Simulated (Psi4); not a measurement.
# One shape, several levels: C2HBF (SMILES [C]#CBF)

Aim: a comparison of 4 runs (UHF/STO-3G, UHF/pcseg-2, UM05/6-311+G*, UCAM-B3LYP/def2-TZVP) of C2HBF. 

Program for the calculation: Psi4 1.11.

2 further runs of the same task are left out: 1 that didn't finish, 1 set aside as unsound or not needed.

## 1. The structure to begin with

C2HBF has 5 atoms, charge 0, and is taken as a doublet. As SMILES, `[C]#CBF`. Geometry: relaxed at GFN2-xTB.

Bond lengths: C1–C2 1.204 Å, C2–B3 1.516 Å, B3–F4 1.306 Å, B3–H5 1.173 Å. Angles: C1–C2–B3 174.9°, C2–B3–F4 119.8°, C2–B3–H5 120.8°, F4–B3–H5 119.4°.

## 2. Energy and gradient at UHF/STO-3G (run 1)

Contents of c2hbf.py:

```python
import psi4

psi4.set_memory('1600 MB')
psi4.set_num_threads(1)
psi4.set_output_file('output.dat', False)

m = psi4.geometry("""
0 2
C      1.058500    -1.069460     1.493050
C      0.496030    -0.402700     0.663670
B     -0.283370     0.325850    -0.413980
F     -1.174790    -0.318040    -1.118520
H     -0.096370     1.464350    -0.624220
symmetry c1
""")

psi4.set_options({
    'basis': 'STO-3G',
    'reference': 'uhf',
    'puream': True,
    'e_convergence': 1e-09,
    'd_convergence': 1e-08,
    'scf_type': 'pk',
    'maxiter': 200,
})

e_tot, wfn = psi4.gradient('scf', molecule=m, return_wfn=True)
psi4.oeprop(wfn, 'DIPOLE', 'MAYER_INDICES', 'WIBERG_LOWDIN_INDICES')
print('gradient / Eh bohr^-1')
print(e_tot.np.round(6))
print(f'energy = {wfn.energy():.10f} Eh')
```

The run is started by

```bash
$ python c2hbf.py
```

output.dat:

```text
[...]
  Running in c1 symmetry.
[...]
  Nuclear repulsion =   76.928397593442384
[...]
  Multiplicity = 2
[...]
  Nalpha       = 14
  Nbeta        = 13
[...]
    Number of basis functions: 21
[...]
   @UHF iter   1:  -197.61796950643907   -2.31551e+00   1.18230e-02 DIIS/ADIIS
[...]
   @UHF iter  18:  -197.69428750368235   -1.98952e-13   5.01776e-09 DIIS
[...]
   @S^2 Observed:                1.281013572E+00
[...]
  @UHF Final Energy:  -197.69428750368235
   => Energetics <=
    Nuclear Repulsion Energy =             76.9283975934423836
    One-Electron Energy =                -425.6889989750301311
    Two-Electron Energy =                 151.0663138779054293
    Total Energy =                       -197.6942875036823466
  UHF NO Occupations:
  HONO-2 :   12  A 1.8655624
  HONO-1 :   13  A 1.8531899
[...]
  -Total Gradient:
     Atom            X                  Y                   Z
    ------   -----------------  -----------------  -----------------
       1       -0.024781317207     0.025723556161    -0.035210163443
       2        0.019858533228    -0.019343497532     0.027767645073
       3        0.009996027538    -0.003129438861     0.011557347899
       4       -0.006332121746    -0.006293119020    -0.004370498360
       5        0.001258878187     0.003042499252     0.000255668831
[...]
```

The script printed:

```text
gradient / Eh bohr^-1
[[-0.024781  0.025724 -0.03521 ]
 [ 0.019859 -0.019343  0.027768]
 [ 0.009996 -0.003129  0.011557]
 [-0.006332 -0.006293 -0.00437 ]
 [ 0.001259  0.003042  0.000256]]
energy = -197.6942875037 Eh
```

Run time: 1.2 s. Hardware: 1 thread of Intel Xeon 6975P-C (Granite Rapids), shared host; peak memory 0.18 GiB.

## 3. Energy and gradient at UHF/pcseg-2 (density fitting) (run 2)

Contents of calc.in:

```
memory 1600 MB

molecule m {
  0 2
  C      1.058500    -1.069460     1.493050
  C      0.496030    -0.402700     0.663670
  B     -0.283370     0.325850    -0.413980
  F     -1.174790    -0.318040    -1.118520
  H     -0.096370     1.464350    -0.624220
  symmetry c1
  no_reorient
  no_com
}

set basis pcseg-2
set reference uhf
set e_convergence 0.0001

result, w = gradient('scf', return_wfn=True)
print_variables()
```

The run is started by

```bash
$ psi4 -i calc.in -o calc.out -n 1
```

calc.out:

```text
[...]
  Running in c1 symmetry.
[...]
  Nuclear repulsion =   76.928397593442398
[...]
  Multiplicity = 2
[...]
  Nalpha       = 14
  Nbeta        = 13
[...]
    Number of basis functions: 134
[...]
   @DF-UHF iter   1:  -200.30737674492204   -1.24824e+00   3.38314e-03 DIIS/ADIIS
[...]
   @DF-UHF iter  19:  -200.42158399605313   -1.38414e-11   9.55266e-09 DIIS
[...]
   @S^2 Observed:                1.144876162E+00
[...]
  @DF-UHF Final Energy:  -200.42158399605313
   => Energetics <=
    Nuclear Repulsion Energy =             76.9283975934423978
    One-Electron Energy =                -426.9525633397935280
    Two-Electron Energy =                 149.6025817502979862
    Total Energy =                       -200.4215839960531298
  UHF NO Occupations:
  HONO-2 :   12  A 1.9067189
  HONO-1 :   13  A 1.8877844
[...]
  -Total Gradient:
     Atom            X                  Y                   Z
    ------   -----------------  -----------------  -----------------
       1       -0.010336798681     0.008048458722    -0.013717521147
       2        0.006470186082     0.001250268099     0.006342529517
       3        0.004154988446    -0.002713564939     0.005286807758
       4       -0.001046175138    -0.000651412660    -0.000844802109
       5        0.000757799290    -0.005933749224     0.002932985979
[...]
```

Run time: 2.2 s. Hardware: 1 thread of Intel Xeon 6975P-C (Granite Rapids), shared host; peak memory 0.26 GiB.

Run 3 isn't shown in full; the table further down has it.

## 4. The energy at UCAM-B3LYP/def2-TZVP (run 4)

Contents of input.json:

```json
{
 "schema_name": "qcschema_input",
 "schema_version": 1,
 "molecule": {
  "schema_name": "qcschema_molecule",
  "schema_version": 2,
  "symbols": ["C", "C", "B", "F", "H"],
  "geometry": [2.0002751, -2.0209865, 2.82145559, 0.93736085, -0.76099271, 1.25415454, -0.53549169, 0.61576726, -0.78230882, -2.22003135, -0.6010085, -2.11369646, -0.18211291, 2.76722045, -1.17960484],
  "molecular_charge": 0,
  "molecular_multiplicity": 2,
  "fix_symmetry": "c1",
  "fix_com": true,
  "fix_orientation": true
 },
 "driver": "energy",
 "model": {
  "method": "cam-b3lyp",
  "basis": "def2-TZVP"
 },
 "keywords": {
  "reference": "uks",
  "puream": true,
  "e_convergence": 1e-09,
  "d_convergence": 1e-08,
  "scf_type": "pk",
  "dft_radial_points": 99,
  "dft_spherical_points": 590,
  "maxiter": 200,
  "scf_properties": ["MAYER_INDICES", "DIPOLE", "WIBERG_LOWDIN_INDICES"]
 }
}
```

The run is started by

```bash
$ psi4 --qcschema input.json -n 1 --memory 1600MB
```

stdout:

```text
[...]
  Running in c1 symmetry.
[...]
  Nuclear repulsion =   76.928397686709246
[...]
  Multiplicity = 2
[...]
  Nalpha       = 14
  Nbeta        = 13
[...]
    Number of basis functions: 130
[...]
   @UKS iter   1:  -201.17968506515086   -8.07180e-01   5.10354e-03 DIIS/ADIIS
[...]
   @UKS iter  19:  -201.37034787376220   -6.73595e-12   8.21501e-09 DIIS
[...]
   @S^2 Observed:                7.774392000E-01
[...]
  @UKS Final Energy:  -201.37034787376220
   => Energetics <=
    Nuclear Repulsion Energy =             76.9283976867092463
    One-Electron Energy =                -427.0752910850533794
    Two-Electron Energy =                 167.5736830873382814
    DFT Exchange-Correlation Energy =     -18.7971375627563688
    Empirical Dispersion Energy =           0.0000000000000000
    VV10 Nonlocal Energy =                  0.0000000000000000
    Total Energy =                       -201.3703478737621992
[...]
 Multipole Moments:
 ------------------------------------------------------------------------------------
     Multipole            Electronic (a.u.)      Nuclear  (a.u.)        Total (a.u.)
 ------------------------------------------------------------------------------------
 L = 1.  Multiply by 2.5417464519 to convert [e a0] to [Debye]
 Dipole X            :          5.4267063           -5.2140378            0.2126685
 Dipole Y            :         16.4398717          -16.2548950            0.1849767
 Dipole Z            :         -0.1824309            0.3392437            0.1568128
 Magnitude           :                                                    0.3225438
[...]
```

The result, in JSON:

```text
{
 "driver": "energy",
 "model": {
  "method": "cam-b3lyp",
  "basis": "def2-TZVP"
 },
 "success": true,
 "return_result": -201.3703478737622,
 "properties": {
  "calcinfo_nbasis": 130,
  "calcinfo_nmo": 130,
  "calcinfo_nalpha": 14,
  "calcinfo_nbeta": 13,
  "calcinfo_natom": 5,
  "nuclear_repulsion_energy": 76.92839768670925,
  "return_energy": -201.3703478737622,
  "scf_one_electron_energy": -427.0752910850534,
  "scf_two_electron_energy": 167.57368308733828,
  "scf_xc_energy": -18.79713756275637,
  "scf_dipole_moment": [0.21266849598096282, 0.18497667971451648, 0.1568127653935576],
  "scf_total_energy": -201.3703478737622,
  "scf_iterations": 19
 }
}
```

It took 41 s on 1 thread of Intel Xeon 6975P-C (Granite Rapids), shared host; peak memory 1.1 GiB.

## 5. All runs side by side

```
run                            level  integrals  integral approximation  energy (Eh)  dipole moment (D)  HOMO energy (eV)  LUMO energy (eV)  wall time
  1                       UHF/STO-3G         pk                    none  -197.694288               0.41             -9.51              5.52      1.2 s
  2    UHF/pcseg-2 (density fitting)         df       program's default  -200.421584               1.01            -11.68              0.27      2.2 s
  3  UM05/6-311+G* (density fitting)     mem_df       program's default  -201.316177               0.84             -8.85             -6.11      9.9 s
  4             UCAM-B3LYP/def2-TZVP         pk                    none  -201.370348               0.82            -10.17             -4.19       41 s
```

## 6. Summary of results

```
                                 quantity          value
                      run 4: total energy  -201.37035 Eh
                     run 4: dipole moment         0.82 D
run 4: HOMO energy (highest over α and β)      -10.17 eV
 run 4: LUMO energy (lowest over α and β)       -4.19 eV
                              run 4: ⟨S²⟩          0.777
```

The dipole moment (its size) runs from 0.41 D (UHF/STO-3G) to 1.01 D (UHF/pcseg-2). Totals of different functionals can't be ranked against each other. In run 1 the basis is minimal, so the values are rough. Spin contamination of the reference: run 1 ⟨S²⟩ = 1.28, run 2 ⟨S²⟩ = 1.14. All runs together took 55 s, the longest 41 s.
